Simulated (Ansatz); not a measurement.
# CH7NOSi2: the cost of one run

All numbers below are computed with Ansatz 0.2.0 (RKS B3LYP/def2-mTZVP).

## (1) The starting structure

Bond lengths: Si1–N2 1.727 Å, N2–Si3 1.671 Å, Si3–C4 1.825 Å, Si3–O5 1.662 Å, C4–O5 1.363 Å, Si1–H6 1.465 Å, Si1–H7 1.447 Å, Si1–H8 1.481 Å, N2–H9 1.056 Å, Si3–H10 1.512 Å, C4–H11 1.150 Å, C4–H12 1.040 Å. Angles (14 of 22 angles, heavy atoms first): Si1–N2–Si3 108.9°, N2–Si3–C4 119.5°, N2–Si3–O5 103.5°, C4–Si3–O5 45.7°, Si3–C4–O5 60.8°, Si3–O5–C4 73.4°, Si1–N2–H9 108.6°, Si3–N2–H9 109.9°, N2–Si1–H6 107.2°, N2–Si1–H7 109.5°, N2–Si1–H8 103.2°, N2–Si3–H10 115.2°, C4–Si3–H10 121.3°, O5–Si3–H10 102.8°.

Coordinates:

```xyz
12

Si   -0.5929   -1.2353    1.5917
N    -0.5521    0.2421    0.6990
Si    0.3871    0.0245   -0.6661
C     0.2991    1.2424   -2.0218
O     1.0535    1.5250   -0.9220
H    -1.1849   -2.2524    0.7190
H     0.7289   -1.5291    2.1017
H    -1.5090   -0.9275    2.7141
H    -0.1293    0.9935    1.3093
H     1.6034   -0.8531   -0.4778
H    -0.7445    1.7233   -2.0731
H     0.7176    0.9914   -2.9400
```

## (2) End point A

input.yaml reads:

```yaml
crystal:
  periodic: [false, false, false]
  atoms:
    - { symbol: Si, position_ang: [-0.5929, -1.2353, 1.5917] }
    - { symbol: "N", position_ang: [-0.5521, 0.2421, 0.699] }
    - { symbol: Si, position_ang: [0.3871, 0.0245, -0.6661] }
    - { symbol: C, position_ang: [0.2991, 1.2424, -2.0218] }
    - { symbol: O, position_ang: [1.0535, 1.525, -0.922] }
    - { symbol: H, position_ang: [-1.1849, -2.2524, 0.719] }
    - { symbol: H, position_ang: [0.7289, -1.5291, 2.1017] }
    - { symbol: H, position_ang: [-1.509, -0.9275, 2.7141] }
    - { symbol: H, position_ang: [-0.1293, 0.9935, 1.3093] }
    - { symbol: H, position_ang: [1.6034, -0.8531, -0.4778] }
    - { symbol: H, position_ang: [-0.7445, 1.7233, -2.0731] }
    - { symbol: H, position_ang: [0.7176, 0.9914, -2.94] }
basis:
  gaussian: { orbitals: def2-mTZVP }
hamiltonian:
  xc: b3lyp
relax:
  f_tol: 0.015
  max_steps: 40
output:
  orbitals: {}
```

Command:

```console
> ansatz run input.yaml --threads 2 --pin off --max-ram 3072MiB --backend cpu --events-out ev --progress --plain --runs-dir out
```

What time and memory should one allow on 2 threads of Arm Neoverse V1, shared host?

About 2.2 min, with a peak of 0.3 GiB.
